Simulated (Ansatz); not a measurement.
# triplet Si5H10 at 6 levels

Wanted: a comparison of 6 runs (UHF/STO-3G, U-r2SCAN/6-31G*, UB3LYP/6-31G*, USVWN5/6-31G*, UCCSD(T)/6-31G*) of triplet Si5H10. 

The results are computed with Ansatz 0.2.0.

37 further runs of the same task are left out: 6 that didn't finish, 31 set aside as unsound or not needed.

## Step 1: The molecule

Si5H10: 15 atoms, total charge 0, spin state triplet. As SMILES of the parent species, `[SiH2]1[SiH2][SiH2][SiH2][SiH2]1`. Geometry: relaxed at PBE0-D4/def2-TZVP. This is one conformer, not always the lowest. That shape belongs to the parent species and isn't relaxed for this state.

Bond lengths: Si1–Si2 2.341 Å, Si2–Si3 2.341 Å, Si3–Si4 2.346 Å, Si1–Si5 2.350 Å, Si4–Si5 2.358 Å, Si1–H6 1.491 Å, Si1–H7 1.489 Å, Si2–H8 1.488 Å, Si2–H9 1.491 Å, Si3–H10 1.489 Å, Si3–H11 1.491 Å, Si4–H12 1.490 Å, Si4–H13 1.489 Å, Si5–H14 1.489 Å, Si5–H15 1.490 Å. Some angles: Si1–Si2–Si3 100.9°, Si2–Si1–Si5 103.6°, Si2–Si3–Si4 102.6°, Si3–Si4–Si5 105.3°, Si1–Si5–Si4 105.6°, Si1–Si2–H8 114.0°, Si1–Si2–H9 109.3°, Si3–Si2–H8 114.3°, Si3–Si2–H9 109.1°, Si2–Si1–H6 108.2°.

## Step 2: A single-point energy at UHF/STO-3G (run 1)

File input.yaml:

```yaml
crystal:
  periodic: [false, false, false]
  atoms:
    - {symbol: Si, position_ang: [-1.084060, 1.459050, 0.707660]}
    - {symbol: Si, position_ang: [-0.059090, -0.250640, 1.935200]}
    - {symbol: Si, position_ang: [1.685310, -0.847370, 0.493250]}
    - {symbol: Si, position_ang: [0.606660, -0.977730, -1.585910]}
    - {symbol: Si, position_ang: [-1.132210, 0.611030, -1.483210]}
    - {symbol: H, position_ang: [-0.194180, 2.654660, 0.740620]}
    - {symbol: H, position_ang: [-2.428560, 1.852980, 1.210560]}
    - {symbol: H, position_ang: [0.385250, 0.161940, 3.294480]}
    - {symbol: H, position_ang: [-1.000910, -1.399120, 2.063570]}
    - {symbol: H, position_ang: [2.395090, -2.100510, 0.869400]}
    - {symbol: H, position_ang: [2.671440, 0.270290, 0.461680]}
    - {symbol: H, position_ang: [0.014450, -2.335600, -1.746080]}
    - {symbol: H, position_ang: [1.530020, -0.729740, -2.727130]}
    - {symbol: H, position_ang: [-0.952370, 1.690690, -2.492650]}
    - {symbol: H, position_ang: [-2.436840, -0.059940, -1.741430]}
basis:
  gaussian: {orbitals: STO-3G}
magnetization: {spin_polarized: true, initial_magnetization: 2}
hamiltonian: {xc: hf}
accuracy: high
output: {orbitals: {seedname: orbitals}}
```

Command:

```bash
ansatz run input.yaml --threads 1 --pin off --max-ram 3480MiB --events-out events.jsonl --progress --plain --runs-dir runs
```

The log of the run:

```text
Warning: RAYON_NUM_THREADS=1 ignored (pool sized by the plan → 1); use --threads N
Functional definition: HF
  name "HF"
  exchange = exact_x
  correlation = 0
1187 factors; integrals over basis functions are off by at most 7.2e-9 eV
mean field evaluation 1: about -39006.9203 eV, gradient 1.1e1 eV
mean field evaluation 2: about -39007.0147 eV, gradient 1.1e1 eV
mean field evaluation 4: about -39008.8632 eV, gradient 2.0e0 eV
mean field evaluation 8: about -39009.3950 eV, gradient 1.1e0 eV
mean field evaluation 16: about -39009.8636 eV, gradient 6.9e-5 eV
mean field evaluation 32: about -39009.9135 eV, gradient 1.5e-3 eV
mean field evaluation 64: about -39009.1398 eV, gradient 2.1e0 eV
mean field -39009.98107463 eV, -1433.5903625778 hartree, gradient 2.6e-8 eV, S^2 2.005423; 3 other end points of the search recorded, 0 dependent functions left out
reference -39009.98107463 eV, -1433.5903625778 hartree; 41, 39 occupied and 14, 16 virtual orbitals, 1187 factors
Total energy: -39009.98107463 eV, -1433.5903625778 hartree
```

Wall time 5.7 s (1 thread of Arm Neoverse V2, shared host); peak memory 0.21 GiB.

## Step 3: A single-point energy at U-r2SCAN/6-31G(d) (spherical functions) (run 2)

File job.yaml:

```yaml
crystal:
  periodic: [false, false, false]
  atoms:
    - {symbol: Si, position_ang: [-1.084060, 1.459050, 0.707660]}
    - {symbol: Si, position_ang: [-0.059090, -0.250640, 1.935200]}
    - {symbol: Si, position_ang: [1.685310, -0.847370, 0.493250]}
    - {symbol: Si, position_ang: [0.606660, -0.977730, -1.585910]}
    - {symbol: Si, position_ang: [-1.132210, 0.611030, -1.483210]}
    - {symbol: H, position_ang: [-0.194180, 2.654660, 0.740620]}
    - {symbol: H, position_ang: [-2.428560, 1.852980, 1.210560]}
    - {symbol: H, position_ang: [0.385250, 0.161940, 3.294480]}
    - {symbol: H, position_ang: [-1.000910, -1.399120, 2.063570]}
    - {symbol: H, position_ang: [2.395090, -2.100510, 0.869400]}
    - {symbol: H, position_ang: [2.671440, 0.270290, 0.461680]}
    - {symbol: H, position_ang: [0.014450, -2.335600, -1.746080]}
    - {symbol: H, position_ang: [1.530020, -0.729740, -2.727130]}
    - {symbol: H, position_ang: [-0.952370, 1.690690, -2.492650]}
    - {symbol: H, position_ang: [-2.436840, -0.059940, -1.741430]}
basis:
  gaussian: {orbitals: 6-31G_st_-spherical.json}
magnetization: {spin_polarized: true, initial_magnetization: 2}
hamiltonian: {xc: {name: r2SCAN}}
accuracy: high
output: {orbitals: {seedname: orbitals}}
```

The basis set 6-31G* is read from a file made from the Basis Set Exchange's data (not shown).

Command:

```bash
ansatz run job.yaml --threads 1 --pin off --max-ram 3480MiB --events-out events.jsonl --progress --plain --runs-dir runs
```

The log of the run, cut to the lines that bear on the results:

```text
Warning: RAYON_NUM_THREADS=1 ignored (pool sized by the plan → 1); use --threads N
Functional definition: r2SCAN
  name "r2SCAN"
[...]
2595 factors; integrals over basis functions are off by at most 5.3e-9 eV
[...]
mean field -39539.66217627 eV, -1453.0557840324 hartree, gradient 2.2e-8 eV, S^2 2.005727; 10 other end points of the search recorded, 0 dependent functions left out
reference -39539.66218054 eV, -1453.0557841891 hartree; 41, 39 occupied and 69, 71 virtual orbitals, 2595 factors
Total energy: -39539.66218054 eV, -1453.0557841891 hartree
```

Run time: 4.7 min. Hardware: 1 thread of Arm Neoverse V2, shared host; peak memory 0.79 GiB.

Runs 3 to 5 aren't shown in full; the table further down has their settings and results.

## Step 4: A single-point energy at UCCSD(T)/6-31G(d) (spherical functions) (run 6)

File molecule.yaml:

```yaml
crystal:
  periodic: [false, false, false]
  atoms:
    - {symbol: Si, position_ang: [-1.084060, 1.459050, 0.707660]}
    - {symbol: Si, position_ang: [-0.059090, -0.250640, 1.935200]}
    - {symbol: Si, position_ang: [1.685310, -0.847370, 0.493250]}
    - {symbol: Si, position_ang: [0.606660, -0.977730, -1.585910]}
    - {symbol: Si, position_ang: [-1.132210, 0.611030, -1.483210]}
    - {symbol: H, position_ang: [-0.194180, 2.654660, 0.740620]}
    - {symbol: H, position_ang: [-2.428560, 1.852980, 1.210560]}
    - {symbol: H, position_ang: [0.385250, 0.161940, 3.294480]}
    - {symbol: H, position_ang: [-1.000910, -1.399120, 2.063570]}
    - {symbol: H, position_ang: [2.395090, -2.100510, 0.869400]}
    - {symbol: H, position_ang: [2.671440, 0.270290, 0.461680]}
    - {symbol: H, position_ang: [0.014450, -2.335600, -1.746080]}
    - {symbol: H, position_ang: [1.530020, -0.729740, -2.727130]}
    - {symbol: H, position_ang: [-0.952370, 1.690690, -2.492650]}
    - {symbol: H, position_ang: [-2.436840, -0.059940, -1.741430]}
basis:
  gaussian:
    orbitals: 6-31G_st_-spherical.json
magnetization:
  spin_polarized: true
  initial_magnetization: 2
correlation:
  method: ccsd_t
  frozen_orbitals: {H: 0, Si: 5}
accuracy: high
scf:
  omitted_lower_state_checks: [cluster_reference, increment]
```

The basis set 6-31G* is read from a file made from the Basis Set Exchange's data (not shown).

Command:

```bash
ansatz run molecule.yaml --threads 1 --pin off --max-ram 3480MiB --events-out events.jsonl --progress --plain --runs-dir runs
```

The log of the run:

```text
Warning: RAYON_NUM_THREADS=1 ignored (pool sized by the plan → 1); use --threads N
[... 20 lines left out ...]
25 core orbitals not correlated: weight in the atoms' cores, before any rotation towards them, 1.000 or more for the frozen orbitals, at most 0.000 for the correlated occupied ones
[... 68 lines left out ...]
Total energy: -39474.79409891 eV, -1450.6719261584 hartree
Checks for a lower state left out: cluster_reference, increment
```

Wall time 7.4 min (1 thread of Arm Neoverse V2, shared host); peak memory 1.4 GiB.

## Step 5: All runs side by side

| run | level | Cartesian functions | frozen core orbitals | energy (Eh) | HOMO energy (eV) | ⟨S²⟩ | wall time |
| --- | --- | --- | --- | --- | --- | --- | --- |
| 1 | UHF/STO-3G | no | – | -1433.590363 | 0.66 | 2.005 | 5.7 s |
| 2 | U-r2SCAN/6-31G* (spherical functions) | no | – | -1453.055784 | -1.75 | 2.006 | 4.7 min |
| 3 | UB3LYP/6-31G* (spherical functions) | no | – | -1453.281160 | -1.97 | 2.004 | 3.2 min |
| 4 | USVWN5/6-31G* (spherical functions) | no | – | -1447.324633 | -1.66 | 2.001 | 50 s |
| 5 | UB3LYP/6-31G* (Cartesian functions) | yes | – | -1453.290139 | -1.96 | 2.004 | 3.4 min |
| 6 | UCCSD(T)/6-31G* (spherical functions) | no | 25 | -1450.671926 | – | 2.010 | 7.4 min |

## Step 6: What came out

```
                                           quantity           value
                                run 6: total energy  -1450.67193 Eh
run 6: correlation energy (25 core orbitals frozen)      -503.3 mEh
                              run 6: (T) correction      -19.56 mEh
           run 6: ⟨S²⟩ of the reference determinant           2.010
                               run 6: T1 diagnostic           0.036
```

Totals of different functionals can't be ranked against each other. In run 1 the basis is minimal, so the values are rough. All runs together took 20 min, the longest 7.4 min.
